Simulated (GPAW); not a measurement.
Wanted: an ASE script for a GPAW 26.7.0 run.

| Quantity | Value |
| --- | --- |
| Task | single point |
| Functional | PBE |
| Potentials or basis | GPAW PAW data sets (gpaw-data 1.2.1) |
| Cutoff | 600 eV |
| Basis | pw |
| k mesh | 8 × 8 × 7 |
| Occupations | fermi-dirac, width 0.05 eV |
| Spin | no spin polarisation |
| Maxiter | 150 |

The structure of HfGe lies in POSCAR:

```
HfGe
1.0
    3.2840593200      0.0000000000      0.0000000000
    0.0000000000      3.2840593200      0.0000000000
    0.0000000000      0.0000000000      4.1084277000
Hf Ge
1 1
Direct
    0.5000000000      0.5000000000      0.0000000000
    0.0000000000      0.0000000000      0.0000000000
```

The cell was built by a generator and needn't be a form met in nature.

The cell isn't the ideal one: strain = 0.02.

These files were run (other wordings do the same):

run.py

```python
from ase.dft.bandgap import bandgap
from ase.io import read, write
from ase.units import Bohr, GPa
from gpaw import GPAW, PW
from gpaw.elf import elf_from_dft_calculation

atoms = read('POSCAR')

calc = GPAW(mode=PW(600),
            xc='PBE',
            kpts={'size': (8, 8, 7), 'gamma': True},
            occupations={'name': 'fermi-dirac', 'width': 0.05},
            nbands=18,
            convergence={'density': 1e-05, 'energy': 1e-05},
            maxiter=150,
            txt='gpaw.txt')
atoms.calc = calc
energy = atoms.get_potential_energy()
forces = atoms.get_forces()
stress = atoms.get_stress()
calc.write('gs.gpw')
write('result.traj', atoms)
print(f'Energy: {energy:.6f} eV')
print('Forces (eV/A):')
print(forces.round(4))
print('Stress (GPa):', (stress / GPa).round(3))
print('Fermi level:', round(calc.get_fermi_level(), 4), 'eV')
print(f'Gap: {bandgap(calc)[0]:.4f} eV, direct: {bandgap(calc, direct=True)[0]:.4f} eV')

# fields on the real-space grid
write('density.cube', atoms, data=calc.get_pseudo_density() * Bohr**3)
write('potential.cube', atoms, data=calc.get_electrostatic_potential())
write('elf.cube', atoms, data=elf_from_dft_calculation(calc).data)
```

Potentials or basis: GPAW PAW data sets (gpaw-data 1.2.1), pw.

Command:

```console
$ OMP_NUM_THREADS=1 python run.py
```

Results of the run:

The pressure is 50.2 GPa and the band gap on the k mesh is none (metal or under the smearing width).

Caveat: the density grid can change from cell to cell, which puts small steps into energies and stress.

It took 27 s on 1 thread of Arm Neoverse V1, with other jobs on the host, peak memory 0.18 GiB.
